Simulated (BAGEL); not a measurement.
# HF/6-31G(d) (density fitting with qzvpp-jkfit, spherical functions) run of CH6MgOSi (SMILES [CH3][Mg][O][SiH3])

What is the energy change on altering one bond length of CH6MgOSi at HF/6-31G* (density fitting with qzvpp-jkfit, spherical functions)? 

The results are computed with BAGEL 1.2.2.

34 further runs of the same task are left out: 1 that didn't finish, 33 set aside as unsound or not needed.

## 1. The molecule

The species is CH6MgOSi (10 atoms), meant as a singlet with charge 0. As SMILES, `[CH3][Mg][O][SiH3]`. The shape is that of a PBE0-D4/def2-TZVP optimisation.

Bond lengths: C1–Mg2 2.069 Å, Mg2–O3 1.799 Å, O3–Si4 1.610 Å, C1–H5 1.094 Å, C1–H6 1.094 Å, C1–H7 1.094 Å, Si4–H8 1.494 Å, Si4–H9 1.494 Å, Si4–H10 1.493 Å. Some angles: C1–Mg2–O3 179.9°, Mg2–O3–Si4 179.9°, Mg2–C1–H5 111.5°, Mg2–C1–H6 111.5°, Mg2–C1–H7 111.5°, O3–Si4–H8 111.6°, O3–Si4–H9 111.6°, O3–Si4–H10 111.6°, H5–C1–H6 107.4°, H5–C1–H7 107.4°.

## 2. The energy at HF/6-31G(d) (density fitting with qzvpp-jkfit, spherical functions)

calc.json reads:

```json
{ "bagel" : [

{
  "title" : "molecule",
  "basis" : "6-31gs.json",
  "df_basis" : "qzvpp-jkfit",
  "angstrom" : true,
  "geometry" : [
    { "atom" : "C", "xyz" : [   -0.546800,    2.432300,   -1.324800 ] },
    { "atom" : "Mg", "xyz" : [   -0.141100,    0.649700,   -0.356200 ] },
    { "atom" : "O", "xyz" : [    0.213300,   -0.900300,    0.486200 ] },
    { "atom" : "Si", "xyz" : [    0.527900,   -2.286900,    1.240900 ] },
    { "atom" : "H", "xyz" : [    0.037600,    2.531000,   -2.244300 ] },
    { "atom" : "H", "xyz" : [   -0.310600,    3.294200,   -0.694000 ] },
    { "atom" : "H", "xyz" : [   -1.602800,    2.508500,   -1.599500 ] },
    { "atom" : "H", "xyz" : [    1.988900,   -2.448800,    1.505400 ] },
    { "atom" : "H", "xyz" : [   -0.173400,   -2.367000,    2.557200 ] },
    { "atom" : "H", "xyz" : [    0.090200,   -3.463800,    0.432300 ] }
  ]
},
{
  "title" : "hf"
},
{
  "title" : "print",
  "file" : "orbitals.molden",
  "orbitals" : true
}

]}
```

The basis set 6-31G* is read from a file made from the Basis Set Exchange's data (not shown).

Run with:

```sh
BAGEL_NUM_THREADS=1 BAGEL calc.json > calc.out
```

Output:

```text
* using 1 threads per process

  ===============================================================
  ===============================================================

  *** Geometry ***

  { "atom" : "C", "xyz" : [     -1.033302,      4.596381,     -2.503509 ] },
  { "atom" : "Mg", "xyz" : [     -0.266640,      1.227755,     -0.673120 ] },
  { "atom" : "O", "xyz" : [      0.403079,     -1.701320,      0.918785 ] },
  { "atom" : "Si", "xyz" : [      0.997586,     -4.321615,      2.344961 ] },
  { "atom" : "H", "xyz" : [      0.071054,      4.782897,     -4.241112 ] },
  { "atom" : "H", "xyz" : [     -0.586949,      6.225136,     -1.311470 ] },
  { "atom" : "H", "xyz" : [     -3.028853,      4.740378,     -3.022617 ] },
  { "atom" : "H", "xyz" : [      3.758476,     -4.627561,      2.844794 ] },
  { "atom" : "H", "xyz" : [     -0.327679,     -4.472982,      4.832408 ] },
  { "atom" : "H", "xyz" : [      0.170453,     -6.545633,      0.816929 ] },

  Number of auxiliary basis functions:      500

  Since a DF basis is specified, we compute 2- and 3-index integrals:
    o Being stored without compression. Storage requirement is 0.023 GB

  Number of basis functions:       76
  Number of electrons      :       46

    * METHOD: MOLECULE                             0.40

  *** RHF ***

  === Nuclear Repulsion ===
   174.8697745296

      * DIIS with orbital gradients will be used.

  === RHF iteration (6-31gs.json) ===
      0       -604.56320388          0.02312531           0.11
      1       -604.68676728          0.01795998           0.09
      2       -604.80507885          0.00157884           0.11
      3       -604.80668165          0.00060443           0.11
      4       -604.80688148          0.00010235           0.11
      5       -604.80689286          0.00002553           0.11
      6       -604.80689378          0.00000618           0.10
      7       -604.80689383          0.00000161           0.10
      8       -604.80689383          0.00000036           0.10
      9       -604.80689383          0.00000014           0.10
     10       -604.80689383          0.00000005           0.10
     11       -604.80689383          0.00000001           0.10
     12       -604.80689383          0.00000000           0.10
    * SCF iteration converged.

    * Permanent dipole moment:
           (    0.139779,    -0.606160,     0.329637) a.u.

    * METHOD: HF                                   1.63

    * METHOD: PRINT                                0.02

  ===============================================================
```

Wall time 2.4 s (1 thread of Intel Xeon Platinum 8488C (Sapphire Rapids), shared host); peak memory 0.11 GiB.

## 3. The distorted shape

calc.json reads:

```json
{ "bagel" : [

{
  "title" : "molecule",
  "basis" : "6-31gs.json",
  "df_basis" : "qzvpp-jkfit",
  "angstrom" : true,
  "geometry" : [
    { "atom" : "C", "xyz" : [   -0.018803,    2.394200,   -1.187451 ] },
    { "atom" : "Mg", "xyz" : [    0.386897,    0.611600,   -0.218851 ] },
    { "atom" : "O", "xyz" : [    0.741297,   -0.938400,    0.623549 ] },
    { "atom" : "Si", "xyz" : [    1.055897,   -2.325000,    1.378249 ] },
    { "atom" : "H", "xyz" : [    0.565597,    2.492900,   -2.106951 ] },
    { "atom" : "H", "xyz" : [    0.217397,    3.256100,   -0.556651 ] },
    { "atom" : "H", "xyz" : [   -1.602800,    2.508500,   -1.599500 ] },
    { "atom" : "H", "xyz" : [    2.516897,   -2.486900,    1.642749 ] },
    { "atom" : "H", "xyz" : [    0.354597,   -2.405100,    2.694549 ] },
    { "atom" : "H", "xyz" : [    0.618197,   -3.501900,    0.569649 ] }
  ]
},
{ "title" : "hf" },
{ "title" : "print", "file" : "orbitals.molden", "orbitals" : true }

]}
```

The basis set 6-31G* is read from a file made from the Basis Set Exchange's data (not shown).

Run with:

```sh
BAGEL_NUM_THREADS=1 BAGEL calc.json > calc.out
```

Output:

```text
* using 1 threads per process

  ===============================================================
  ===============================================================

  *** Geometry ***

  { "atom" : "C", "xyz" : [     -0.035533,      4.524382,     -2.243957 ] },
  { "atom" : "Mg", "xyz" : [      0.731129,      1.155756,     -0.413568 ] },
  { "atom" : "O", "xyz" : [      1.400848,     -1.773319,      1.178337 ] },
  { "atom" : "Si", "xyz" : [      1.995356,     -4.393613,      2.604513 ] },
  { "atom" : "H", "xyz" : [      1.068823,      4.710898,     -3.981560 ] },
  { "atom" : "H", "xyz" : [      0.410821,      6.153137,     -1.051918 ] },
  { "atom" : "H", "xyz" : [     -3.028853,      4.740378,     -3.022617 ] },
  { "atom" : "H", "xyz" : [      4.756246,     -4.699560,      3.104346 ] },
  { "atom" : "H", "xyz" : [      0.670091,     -4.544980,      5.091960 ] },
  { "atom" : "H", "xyz" : [      1.168223,     -6.617632,      1.076481 ] },

  Number of auxiliary basis functions:      500

  Since a DF basis is specified, we compute 2- and 3-index integrals:
    o Being stored without compression. Storage requirement is 0.023 GB

  Number of basis functions:       76
  Number of electrons      :       46

    * METHOD: MOLECULE                             0.44

  *** RHF ***

  === Nuclear Repulsion ===
   173.3264881078

      * DIIS with orbital gradients will be used.

  === RHF iteration (6-31gs.json) ===
      0       -604.48161075          0.02291537           0.09
      1       -604.60226944          0.01813653           0.09
      2       -604.72336835          0.00165214           0.07
      3       -604.72555269          0.00063858           0.07
      4       -604.72581248          0.00017482           0.07
      5       -604.72585458          0.00004610           0.08
      6       -604.72585794          0.00000847           0.09
      7       -604.72585804          0.00000231           0.09
      8       -604.72585805          0.00000061           0.07
      9       -604.72585805          0.00000023           0.07
     10       -604.72585805          0.00000008           0.07
     11       -604.72585805          0.00000003           0.07
     12       -604.72585805          0.00000001           0.07
    * SCF iteration converged.

    * Permanent dipole moment:
           (   -0.243094,    -0.546256,     0.214155) a.u.

    * METHOD: HF                                   1.27

    * METHOD: PRINT                                0.01

  ===============================================================
```

Wall time 2 s (1 thread of Intel Xeon Platinum 8488C (Sapphire Rapids), shared host); peak memory 0.11 GiB.

## 4. Summary of results

At HF/6-31G* (density fitting with qzvpp-jkfit, spherical functions):

```
                                                         quantity          value
                                        first shape: total energy  -604.80689 Eh
                                       first shape: dipole moment         1.79 D
                                         first shape: HOMO energy      -10.19 eV
                                         first shape: LUMO energy        1.54 eV
                                       first shape: HOMO–LUMO gap       11.73 eV
                                    distorted shape: total energy  -604.72586 Eh
                                   distorted shape: dipole moment         1.61 D
                                     distorted shape: HOMO energy      -10.13 eV
                                     distorted shape: LUMO energy        1.24 eV
                                   distorted shape: HOMO–LUMO gap       11.38 eV
energy change with the C1–H7 bond stretched from 1.094 to 1.641 Å       2.205 eV
```

With the C1–H7 bond stretched from 1.094 to 1.641 Å the energy rises by 2.21 eV (51 kcal/mol). The first shape isn't relaxed at this level, so the change isn't measured from a minimum.
